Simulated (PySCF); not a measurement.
# C₄H₈OSi: NMR shifts at several levels of theory

How much do the NMR shifts of C₄H₈OSi (`C=CC(=C)O[SiH3]`) depend on the level of theory, and what does each level cost?

Computed with PySCF 2.14.0, with density-fitted response routines of our own, on a single molecule in the gas phase. Atoms are numbered from 0 throughout.

## Step 1: Starting geometry

14 atoms, charge 0, multiplicity 1; geometry from: GFN2-xTB.

Bonds of the start (Å): C0–C1 1.33, C1–C2 1.46, C2–C3 1.33, C2–O4 1.35, O4–Si5 1.62, C0–H6 1.08, C0–H7 1.08, C1–H8 1.08, C3–H9 1.07, C3–H10 1.07, Si5–H11 1.46, Si5–H12 1.45, Si5–H13 1.46.

## Step 2: Relaxing the molecule at PBE0-D3(BJ)/def2-SVP

The job: settings as JSON, then the geometry in Å.

```
{"job": {"xc": "PBE0", "basis": "def2-SVP", "d3": "d3bj", "grid": 1, "kind": "geom"}, "charge": 0, "multiplicity": 1}
C      2.182370     1.040770    -0.194440
C      1.682320    -0.148180     0.117300
C      0.258880    -0.473760     0.057910
C     -0.195720    -1.692090     0.353910
O     -0.538820     0.550570    -0.313790
Si    -2.123220     0.695070    -0.632810
H      1.542440     1.845400    -0.515370
H      3.237010     1.248160    -0.140770
H      2.321890    -0.958920     0.436490
H     -1.242540    -1.931930     0.306340
H      0.479070    -2.472700     0.651480
H     -2.940100     0.327770     0.526370
H     -2.166010     2.117980    -0.932600
H     -2.498910    -0.149080    -1.769330
```

What it wrote:

```text
step   0  E = -521.28140656  max force = 0.037738
step   1  E = -521.28634888  max force = 0.006877
step   2  E = -521.28636011  max force = 0.008011
step   3  E = -521.28702755  max force = 0.003152
step   4  E = -521.28702960  max force = 0.002512
step   5  E = -521.28714727  max force = 0.001479
step   6  E = -521.28717667  max force = 0.000329
step   7  E = -521.28717695  max force = 0.000184
optimisation converged
```

Run time: 46 s. Hardware: 1 thread, shared host.

The steps of the relaxation:

```tsv
step	energy from step 0 (eV)	largest force component (eV/Å)
0	0.0000	1.9406
1	-0.1345	0.3536
2	-0.1348	0.4119
3	-0.1530	0.1621
4	-0.1530	0.1292
5	-0.1562	0.0761
6	-0.1570	0.0169
7	-0.1570	0.0095
```

Distances of close pairs at the start and the end, largest changes first:

```tsv
bond	before (Å)	after (Å)	change (Å)
O4–Si5	1.623	1.680	+0.057
Si5–H12	1.455	1.486	+0.031
Si5–H13	1.465	1.493	+0.028
Si5–H11	1.465	1.493	+0.028
C3–H9	1.075	1.092	+0.017
C3–H10	1.074	1.090	+0.016
C0–H7	1.076	1.092	+0.016
C0–H6	1.077	1.092	+0.015
```

The next job starts from the end point, and lists it.

```tsv
at the end point	value
point group (found at 0.08 Å tolerance)	Cs
rotational constants (GHz, main isotopes)	5.426, 1.835, 1.394
dipole moment (D)	0.48
```

## Step 3: NMR shieldings: PBE0/cc-pVDZ

The job: settings as JSON, then the geometry in Å.

```
{"job": {"kind": "nmr", "xc": "PBE0", "basis": "cc-pVDZ", "pop": true}, "charge": 0, "multiplicity": 1}
C      2.250438     1.048146    -0.156592
C      1.707159    -0.143107     0.114946
C      0.275558    -0.431426     0.019312
C     -0.233337    -1.645863     0.299384
O     -0.471423     0.628088    -0.371635
Si    -2.133263     0.664545    -0.615168
H      1.623033     1.884913    -0.472322
H      3.326547     1.213027    -0.069846
H      2.334061    -0.981802     0.431417
H     -1.300722    -1.868510     0.231309
H      0.430674    -2.453028     0.608513
H     -2.855257     0.348965     0.652644
H     -2.427040     2.053273    -1.054045
H     -2.527770    -0.318161    -1.667226
```

Level: GIAO PBE0/cc-pVDZ NMR shielding, non-relativistic, gas phase.

What it wrote:

```text
coarse grid: 12016 points
cycle   1  E = -521.4574103625  dE =  6.420e-01  |g| = 6.049e-01  |ddm| = 6.833e+00
cycle   2  E = -521.3751625847  dE =  8.225e-02  |g| = 8.977e-01  |ddm| = 2.123e+00
cycle   3  E = -521.5292692444  dE = -1.541e-01  |g| = 1.308e-01  |ddm| = 1.222e+00
cycle   4  E = -521.5327608289  dE = -3.492e-03  |g| = 4.514e-02  |ddm| = 2.362e-01
cycle   5  E = -521.5332159698  dE = -4.551e-04  |g| = 1.883e-02  |ddm| = 8.689e-02
cycle   6  E = -521.5333158479  dE = -9.988e-05  |g| = 2.018e-03  |ddm| = 3.292e-02
cycle   7  E = -521.5333168129  dE = -9.649e-07  |g| = 5.943e-04  |ddm| = 3.909e-03
final grid: 110944 points
cycle   8  E = -521.5440780414  dE = -1.445e-05  |g| = 7.640e-03  |ddm| = 5.132e-02
cycle   9  E = -521.5440689660  dE =  9.075e-06  |g| = 1.040e-02  |ddm| = 2.610e-02
cycle  10  E = -521.5440910254  dE = -2.206e-05  |g| = 1.650e-03  |ddm| = 1.457e-02
cycle  11  E = -521.5440916637  dE = -6.383e-07  |g| = 2.387e-04  |ddm| = 2.608e-03
cycle  12  E = -521.5440916766  dE = -1.292e-08  |g| = 8.555e-05  |ddm| = 4.791e-04
cycle  13  E = -521.5440916787  dE = -2.037e-09  |g| = 1.727e-05  |ddm| = 1.570e-04
cycle  14  E = -521.5440916787  dE = -7.708e-11  |g| = 6.589e-06  |ddm| = 4.532e-05
converged SCF energy = -521.5440916787

GIAO shielding tensors (ppm)
atom      isotropic    diamagn.    paramagn.     s11        s22        s33       span
  0 C       78.761     254.583    -175.822    -26.151     78.347    184.088    210.239
  1 C       62.628     253.888    -191.260    -42.475     77.586    152.774    195.249
  2 C       40.919     251.693    -210.775    -57.842     58.741    121.857    179.699
  3 C      103.797     259.577    -155.780     28.854    116.761    165.777    136.922
  4 O      254.667     391.263    -136.596    166.823    258.310    338.868    172.045
  5 Si     448.288     882.356    -434.068    409.164    420.863    514.837    105.673
  6 H       25.378      33.324      -7.946     22.673     23.531     29.930      7.257
  7 H       25.992      27.288      -1.296     23.889     25.293     28.794      4.905
  8 H       25.183      30.972      -5.789     23.289     23.497     28.762      5.473
  9 H       27.164      33.399      -6.235     24.964     25.243     31.285      6.321
 10 H       27.160      31.988      -4.828     25.129     26.374     29.975      4.846
 11 H       26.348      30.115      -3.766     23.437     24.509     31.099      7.662
 12 H       26.453      29.496      -3.042     22.906     25.157     31.297      8.391
 13 H       26.358      29.849      -3.491     23.463     24.529     31.081      7.618
```

It took 12 s on 1 thread, shared host.

The references, computed at this level on geometries of the same kind, shield at (ppm): ¹H TMS 31.29, ¹³C TMS 196.8, ²⁹Si TMS 418.6, ¹⁷O H2O 343.3. Their shielding less the atom's gives the shift. The references are single molecules in the gas phase, so shifts against H2O, NH3, PH3, H3PO4 or CFCl3 are not on the usual liquid scales and can be off by tens of ppm. Atoms listed in one row are averaged.

```tsv
atoms	environment	σ (ppm)	δ (ppm)
C2	alkene carbon bearing oxygen	40.9	155.8
C1	alkene CH	62.6	134.1
C0	terminal =CH2 carbon	78.8	118.0
C3	β carbon of an enol-ether or enamine type C=C	103.8	93.0
H8	hydrogen on an alkene CH	25.18	6.11
H6	hydrogen on a terminal =CH2 carbon	25.38	5.91
H7	hydrogen on a terminal =CH2 carbon	25.99	5.30
H11, H12, H13	hydrogen on a silicon bonded to O	26.39	4.90
H10	hydrogen on a β carbon of an enol-ether or enamine type C=C	27.16	4.13
H9	hydrogen on a β carbon of an enol-ether or enamine type C=C	27.16	4.13
O4	oxygen bonded to C, Si	254.7	88.7
Si5	silicon bonded to O, 3 H	448.3	-29.7
```

The run also stored atomic charges by several schemes (e):

```tsv
atoms	Mulliken	IAO	Hirshfeld	ESP fit
C0	0.00	-0.30	-0.09	-0.31
C1	-0.10	-0.15	-0.06	-0.23
C2	0.14	0.22	0.07	0.35
C3	-0.09	-0.40	-0.14	-0.63
O4	-0.41	-0.57	-0.17	-0.24
Si5	0.41	0.81	0.38	0.35
```

Mayer bond orders: C0–C1 1.95, C1–C2 1.12, C2–C3 1.82, C2–O4 1.07, O4–Si5 1.05.

## Step 4: NMR shieldings: PBE0/cc-pVTZ

Settings changed since step 3:

```diff
@@ -1,2 +1,2 @@
-{"job": {"kind": "nmr", "xc": "PBE0", "basis": "cc-pVDZ", "pop": true}, "charge": 0, "multiplicity": 1}
+{"job": {"kind": "nmr", "xc": "PBE0", "basis": "cc-pVTZ", "pop": true}, "charge": 0, "multiplicity": 1}
 C      2.250438     1.048146    -0.156592
```

With the program's defaults for keys left out, this is: GIAO PBE0/cc-pVTZ NMR shielding, non-relativistic, gas phase.

What it wrote:

```text
coarse grid: 12016 points
cycle   1  E = -521.5556490138  dE =  5.869e-01  |g| = 6.585e-01  |ddm| = 7.274e+00
cycle   2  E = -521.4588471295  dE =  9.680e-02  |g| = 9.866e-01  |ddm| = 2.031e+00
cycle   3  E = -521.6333066790  dE = -1.745e-01  |g| = 1.493e-01  |ddm| = 1.251e+00
cycle   4  E = -521.6374704633  dE = -4.164e-03  |g| = 5.312e-02  |ddm| = 2.508e-01
cycle   5  E = -521.6380673384  dE = -5.969e-04  |g| = 2.139e-02  |ddm| = 9.677e-02
cycle   6  E = -521.6381880076  dE = -1.207e-04  |g| = 2.992e-03  |ddm| = 3.468e-02
cycle   7  E = -521.6381900699  dE = -2.062e-06  |g| = 6.278e-04  |ddm| = 5.022e-03
final grid: 110944 points
cycle   8  E = -521.6324069806  dE = -5.143e-05  |g| = 8.750e-03  |ddm| = 1.047e-01
cycle   9  E = -521.6323923653  dE =  1.462e-05  |g| = 1.252e-02  |ddm| = 2.704e-02
cycle  10  E = -521.6324210318  dE = -2.867e-05  |g| = 1.853e-03  |ddm| = 1.558e-02
cycle  11  E = -521.6324217736  dE = -7.418e-07  |g| = 3.540e-04  |ddm| = 2.863e-03
cycle  12  E = -521.6324217969  dE = -2.334e-08  |g| = 1.825e-04  |ddm| = 7.060e-04
cycle  13  E = -521.6324218055  dE = -8.592e-09  |g| = 2.443e-05  |ddm| = 2.994e-04
cycle  14  E = -521.6324218057  dE = -1.364e-10  |g| = 1.036e-05  |ddm| = 4.627e-05
converged SCF energy = -521.6324218057

GIAO shielding tensors (ppm)
atom      isotropic    diamagn.    paramagn.     s11        s22        s33       span
  0 C       66.185     253.992    -187.807    -44.604     67.445    175.715    220.319
  1 C       47.597     251.333    -203.735    -65.373     64.241    143.924    209.296
  2 C       23.815     247.874    -224.060    -83.159     44.765    109.837    192.996
  3 C       93.358     256.795    -163.437     14.570    108.296    157.207    142.637
  4 O      239.321     384.137    -144.816    151.849    238.852    327.261    175.412
  5 Si     392.227     886.122    -493.895    349.072    357.603    470.005    120.933
  6 H       25.382      31.209      -5.827     22.705     23.786     29.654      6.949
  7 H       25.900      29.213      -3.313     23.864     25.160     28.675      4.810
  8 H       24.851      30.413      -5.563     22.561     23.250     28.741      6.180
  9 H       26.935      33.468      -6.533     24.854     25.114     30.838      5.984
 10 H       26.951      31.977      -5.025     24.928     26.253     29.672      4.743
 11 H       26.198      30.039      -3.841     23.483     24.386     30.724      7.242
 12 H       26.350      29.140      -2.790     23.102     25.058     30.891      7.790
 13 H       26.206      29.779      -3.574     23.510     24.398     30.708      7.198
```

Wall time 39 s (1 thread, shared host).

This run: δ C2 163.5, C1 139.7, C0 121.1, C3 93.9, H8 6.44, H6 5.91 ppm.

## Step 5: Nuclear shieldings: PBE0/aug-cc-pVDZ

Settings changed since step 4:

```diff
@@ -1,2 +1,2 @@
-{"job": {"kind": "nmr", "xc": "PBE0", "basis": "cc-pVTZ", "pop": true}, "charge": 0, "multiplicity": 1}
+{"job": {"kind": "nmr", "xc": "PBE0", "basis": "aug-cc-pVDZ", "pop": true}, "charge": 0, "multiplicity": 1}
 C      2.250438     1.048146    -0.156592
```

Level: GIAO PBE0/aug-cc-pVDZ NMR shielding, non-relativistic, gas phase.

What it wrote:

```text
coarse grid: 12016 points
cycle   1  E = -521.4721214047  dE =  6.315e-01  |g| = 6.110e-01  |ddm| = 1.310e+01
cycle   2  E = -521.3784812119  dE =  9.364e-02  |g| = 9.304e-01  |ddm| = 3.393e+00
cycle   3  E = -521.5448466474  dE = -1.664e-01  |g| = 1.380e-01  |ddm| = 1.599e+00
cycle   4  E = -521.5487498104  dE = -3.903e-03  |g| = 4.655e-02  |ddm| = 4.064e-01
cycle   5  E = -521.5492291036  dE = -4.793e-04  |g| = 1.924e-02  |ddm| = 1.634e-01
cycle   6  E = -521.5493331989  dE = -1.041e-04  |g| = 2.381e-03  |ddm| = 5.924e-02
cycle   7  E = -521.5493345956  dE = -1.397e-06  |g| = 6.023e-04  |ddm| = 7.489e-03
final grid: 110944 points
cycle   8  E = -521.5601498848  dE = -1.900e-05  |g| = 7.641e-03  |ddm| = 2.436e-01
cycle   9  E = -521.5601399842  dE =  9.901e-06  |g| = 1.056e-02  |ddm| = 5.486e-02
cycle  10  E = -521.5601628442  dE = -2.286e-05  |g| = 1.640e-03  |ddm| = 2.340e-02
cycle  11  E = -521.5601634734  dE = -6.291e-07  |g| = 2.353e-04  |ddm| = 4.024e-03
cycle  12  E = -521.5601634847  dE = -1.133e-08  |g| = 1.073e-04  |ddm| = 8.118e-04
cycle  13  E = -521.5601634878  dE = -3.140e-09  |g| = 2.126e-05  |ddm| = 3.779e-04
cycle  14  E = -521.5601634880  dE = -1.248e-10  |g| = 5.787e-06  |ddm| = 8.285e-05
converged SCF energy = -521.5601634880

GIAO shielding tensors (ppm)
atom      isotropic    diamagn.    paramagn.     s11        s22        s33       span
  0 C       79.206     235.378    -156.172    -24.915     78.272    184.261    209.176
  1 C       60.823     195.549    -134.726    -45.485     75.618    152.337    197.821
  2 C       37.927     194.246    -156.320    -61.958     55.565    120.173    182.132
  3 C      105.229     221.655    -116.427     32.080    116.383    167.223    135.143
  4 O      250.104     386.430    -136.326    166.713    249.236    334.363    167.650
  5 Si     445.352     887.925    -442.574    401.273    413.949    520.833    119.560
  6 H       25.425      39.035     -13.610     22.729     24.054     29.492      6.763
  7 H       25.937      36.647     -10.711     23.932     25.293     28.586      4.654
  8 H       24.827      38.753     -13.927     22.358     23.416     28.705      6.347
  9 H       27.035      35.319      -8.284     24.875     25.328     30.901      6.026
 10 H       27.017      38.767     -11.750     25.120     26.326     29.606      4.486
 11 H       26.152      28.051      -1.899     23.236     24.386     30.834      7.598
 12 H       26.279      26.467      -0.188     22.789     25.036     31.014      8.225
 13 H       26.162      27.831      -1.669     23.265     24.405     30.816      7.551
```

Wall time 25 s (1 thread, shared host).

Key values: δ C2 157.2, C1 134.3, C0 115.9, C3 89.9, H8 6.57, H6 5.97 ppm.

## Step 6: Shielding tensors: PBE0/IGLO-III

Settings changed since step 5:

```diff
@@ -1,2 +1,2 @@
-{"job": {"kind": "nmr", "xc": "PBE0", "basis": "aug-cc-pVDZ", "pop": true}, "charge": 0, "multiplicity": 1}
+{"job": {"kind": "nmr", "xc": "PBE0", "basis": "IGLO-III", "pop": true}, "charge": 0, "multiplicity": 1}
 C      2.250438     1.048146    -0.156592
```

With the program's defaults for keys left out, this is: GIAO PBE0/IGLO-III NMR shielding, non-relativistic, gas phase.

What it wrote:

```text
coarse grid: 12016 points
cycle   1  E = -521.5564376505  dE =  5.702e-01  |g| = 6.700e-01  |ddm| = 2.515e+00
cycle   2  E = -521.4550615290  dE =  1.014e-01  |g| = 1.003e+00  |ddm| = 8.213e-01
cycle   3  E = -521.6340634896  dE = -1.790e-01  |g| = 1.546e-01  |ddm| = 5.620e-01
cycle   4  E = -521.6382497321  dE = -4.186e-03  |g| = 6.018e-02  |ddm| = 9.280e-02
cycle   5  E = -521.6390357088  dE = -7.860e-04  |g| = 2.195e-02  |ddm| = 3.723e-02
cycle   6  E = -521.6391604437  dE = -1.247e-04  |g| = 3.543e-03  |ddm| = 1.247e-02
cycle   7  E = -521.6391633650  dE = -2.921e-06  |g| = 6.698e-04  |ddm| = 2.113e-03
final grid: 110944 points
cycle   8  E = -521.6426703362  dE = -7.990e-05  |g| = 8.262e-03  |ddm| = 5.134e-02
cycle   9  E = -521.6426597231  dE =  1.061e-05  |g| = 1.114e-02  |ddm| = 8.657e-03
cycle  10  E = -521.6426828264  dE = -2.310e-05  |g| = 1.869e-03  |ddm| = 5.012e-03
cycle  11  E = -521.6426835116  dE = -6.852e-07  |g| = 4.236e-04  |ddm| = 1.097e-03
cycle  12  E = -521.6426835456  dE = -3.402e-08  |g| = 2.216e-04  |ddm| = 2.939e-04
cycle  13  E = -521.6426835580  dE = -1.237e-08  |g| = 3.155e-05  |ddm| = 1.186e-04
cycle  14  E = -521.6426835582  dE = -2.365e-10  |g| = 8.740e-06  |ddm| = 2.127e-05
converged SCF energy = -521.6426835582

GIAO shielding tensors (ppm)
atom      isotropic    diamagn.    paramagn.     s11        s22        s33       span
  0 C       59.065     254.124    -195.058    -54.923     59.931    172.188    227.111
  1 C       39.287     252.770    -213.484    -77.560     56.641    138.779    216.339
  2 C       15.309     252.359    -237.050    -95.529     37.374    104.082    199.610
  3 C       86.988     257.920    -170.932      6.207    101.550    153.207    147.000
  4 O      231.267     391.377    -160.110    145.620    225.295    322.888    177.268
  5 Si     386.151     892.367    -506.216    344.675    355.184    458.595    113.920
  6 H       25.482      32.353      -6.871     22.874     23.998     29.574      6.699
  7 H       25.998      28.791      -2.793     24.029     25.281     28.683      4.654
  8 H       24.896      30.341      -5.446     22.520     23.327     28.840      6.320
  9 H       27.004      32.820      -5.816     24.936     25.322     30.753      5.817
 10 H       27.070      31.977      -4.907     25.073     26.426     29.711      4.638
 11 H       26.149      29.632      -3.483     23.457     24.409     30.581      7.124
 12 H       26.297      29.245      -2.948     23.075     25.065     30.752      7.677
 13 H       26.156      29.363      -3.206     23.485     24.420     30.564      7.079
```

Run time: 39 s. Hardware: 1 thread, shared host.

Key values: δ C2 168.5, C1 144.5, C0 124.7, C3 96.8, H8 6.48, H6 5.89 ppm.

## Step 7: Nuclear shieldings: PBE0/pcSseg-0

Settings changed since step 6:

```diff
@@ -1,2 +1,2 @@
-{"job": {"kind": "nmr", "xc": "PBE0", "basis": "IGLO-III", "pop": true}, "charge": 0, "multiplicity": 1}
+{"job": {"kind": "nmr", "xc": "PBE0", "basis": "pcSseg-0", "pop": true}, "charge": 0, "multiplicity": 1}
 C      2.250438     1.048146    -0.156592
```

Level: GIAO PBE0/pcSseg-0 NMR shielding, non-relativistic, gas phase.

What it wrote:

```text
coarse grid: 12016 points
cycle   1  E = -520.5961397190  dE =  5.731e-01  |g| = 5.767e-01  |ddm| = 3.735e+00
cycle   2  E = -520.5216085347  dE =  7.453e-02  |g| = 8.676e-01  |ddm| = 1.482e+00
cycle   3  E = -520.6603937005  dE = -1.388e-01  |g| = 1.152e-01  |ddm| = 9.614e-01
cycle   4  E = -520.6631016816  dE = -2.708e-03  |g| = 4.417e-02  |ddm| = 1.604e-01
cycle   5  E = -520.6635611652  dE = -4.595e-04  |g| = 1.610e-02  |ddm| = 6.184e-02
cycle   6  E = -520.6636339528  dE = -7.279e-05  |g| = 1.591e-03  |ddm| = 1.952e-02
cycle   7  E = -520.6636344904  dE = -5.376e-07  |g| = 7.423e-04  |ddm| = 2.420e-03
final grid: 110944 points
cycle   8  E = -520.6608229098  dE = -1.618e-05  |g| = 4.469e-03  |ddm| = 1.805e-02
cycle   9  E = -520.6608204092  dE =  2.501e-06  |g| = 5.754e-03  |ddm| = 9.218e-03
cycle  10  E = -520.6608274012  dE = -6.992e-06  |g| = 1.038e-03  |ddm| = 5.757e-03
cycle  11  E = -520.6608276534  dE = -2.523e-07  |g| = 1.183e-04  |ddm| = 1.298e-03
cycle  12  E = -520.6608276552  dE = -1.806e-09  |g| = 8.601e-05  |ddm| = 2.114e-04
cycle  13  E = -520.6608276572  dE = -2.019e-09  |g| = 1.724e-05  |ddm| = 1.061e-04
cycle  14  E = -520.6608276573  dE = -7.594e-11  |g| = 5.234e-06  |ddm| = 2.477e-05
converged SCF energy = -520.6608276573

GIAO shielding tensors (ppm)
atom      isotropic    diamagn.    paramagn.     s11        s22        s33       span
  0 C       60.699     256.013    -195.314    -55.545     58.212    179.429    234.974
  1 C       48.035     260.340    -212.305    -67.372     63.519    147.957    215.328
  2 C       22.506     256.877    -234.371    -87.501     41.359    113.660    201.161
  3 C       89.875     257.397    -167.522      8.260    103.477    157.888    149.628
  4 O      266.277     407.211    -140.934    132.507    283.948    382.376    249.869
  5 Si     410.365     878.664    -468.299    356.509    358.075    516.509    160.000
  6 H       26.496      31.287      -4.791     24.240     24.462     30.785      6.546
  7 H       27.104      28.039      -0.935     25.101     26.667     29.544      4.443
  8 H       26.648      29.992      -3.344     24.835     25.823     29.285      4.449
  9 H       28.716      31.462      -2.746     26.613     26.647     32.887      6.274
 10 H       28.513      30.791      -2.278     26.384     27.577     31.577      5.193
 11 H       27.421      29.522      -2.102     23.839     25.798     32.624      8.786
 12 H       27.468      29.497      -2.029     23.304     26.288     32.812      9.508
 13 H       27.434      29.405      -1.971     23.869     25.824     32.610      8.741
```

It took 5.4 s on 1 thread, shared host.

Key values: δ C2 171.0, C1 145.5, C0 132.8, C3 103.6, H6 6.34, H8 6.18 ppm.

## Step 8: Run by run: NMR shifts

Shifts (ppm) of some atoms, chosen among heavy atoms and hydrogens apart, means over like atoms, with basis size and wall time:

```tsv
run	C2	C0	C3	H8	H11	O4	Si5	functions	time
PBE0/cc-pVDZ	155.8	118.0	93.0	6.11	4.90	88.7	-29.7	128	12 s
PBE0/cc-pVTZ	163.5	121.1	93.9	6.44	5.04	95.5	-32.2	296	39 s
PBE0/aug-cc-pVDZ	157.2	115.9	89.9	6.57	5.20	85.8	-28.6	214	25 s
PBE0/IGLO-III	168.5	124.7	96.8	6.48	5.17	95.9	-40.8	299	39 s
PBE0/pcSseg-0	171.0	132.8	103.6	6.18	5.39	71.6	-61.8	74	5.4 s
```

## Step 9: Outcome

| quantity | value |
| --- | --- |
| point group | Cs |
| rotational constants (main isotopes) | 5.43, 1.83, 1.39 GHz |
| ¹³C shifts against TMS (PBE0/cc-pVDZ) | 155.8, 134.1, 118.0, 93.0 ppm |
| ¹H shifts against TMS (PBE0/cc-pVDZ, means over atoms taken as alike) | 6.11, 5.91, 5.30, 4.90, 4.13, 4.13 ppm |
| ¹⁷O shifts against H2O (PBE0/cc-pVDZ) | 88.7 ppm |
| ²⁹Si shifts against TMS (PBE0/cc-pVDZ) | -29.7 ppm |
| range of the shift of Si5 | -61.8 to -28.6 ppm |

Single values in the summary come from the first run of each kind that ended normally (PBE0/cc-pVDZ), which need not be the best level. Relaxing lowered the energy by 0.157 eV in 7 steps; the close pair that moved most is O4–Si5, from 1.623 to 1.680 Å. No frequency check was run at this level, so the end point may be a saddle. At PBE0/cc-pVDZ: Shielding is most anisotropic at C0 (span 210 ppm, paramagnetic term -176 ppm). In ppm, Si5 moves most: its shift spreads over 33.2 ppm, from -61.8 (PBE0/pcSseg-0) to -28.6 (PBE0/aug-cc-pVDZ).
